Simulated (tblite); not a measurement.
# C6H11PSe: the cost of one run

Programs: tblite 0.8.0 and PySCF 2.14.0, with density-fitted response routines of our own. Each step states its level of theory. These are calculated values for one molecule, in the gas phase or a continuum, unless marked as measured. Atoms count from 0, in the outputs and in this text.

**1. Starting geometry**

19 atoms, charge 0, multiplicity 1; geometry from: force field or distance geometry start.

Bonds of the start (Å): C0–C1 1.21, C1–C2 1.47, C2–P3 1.81, P3–Se4 2.13, P3–C5 1.81, C5–C6 1.51, C6–C7 1.49, C0–H8 1.04, C2–H9 1.12, C2–H10 1.11, P3–H11 1.43, C5–H12 1.11, C5–H13 1.12, C6–H14 1.12, C6–H15 1.11, C7–H16 1.12, C7–H17 1.10, C7–H18 1.12.

**2. Geometry optimisation with GFN2-xTB**

Job settings and geometry (Å):

```
{"job": {"kind": "relax", "xc": "GFN2-xTB", "basis": "xTB"}, "charge": 0, "multiplicity": 1}
C      4.026500     1.326500    -0.111000
C      3.040600     0.813700    -0.588300
C      1.838000     0.177800    -1.143900
P      0.903200    -0.662800     0.163700
Se     0.445400    -2.667200    -0.391500
C     -0.562900     0.294800     0.609500
C     -1.761200    -0.582100     0.346600
C     -3.070400     0.047400     0.660600
H      4.875800     1.776800     0.292800
H      1.207700     0.950400    -1.643900
H      2.200500    -0.574800    -1.881400
H      1.717100    -0.868100     1.326700
H     -0.500600     0.627200     1.666200
H     -0.608500     1.148300    -0.114700
H     -1.756600    -0.763000    -0.756700
H     -1.667000    -1.561100     0.852700
H     -3.227800     0.932300    -0.008800
H     -3.253500     0.295100     1.718400
H     -3.855900    -0.701900     0.383800
```

On the command line:

```console
$ OMP_NUM_THREADS=1 python probes_run.py task.json out
```

One launch serves the whole session: the jobs run in the order shown.

**Question.** How long does this first job take on 1 thread of Arm Neoverse V2, shared host, and how much memory does it need?

About 1 s, with a peak of 0.18 GiB.
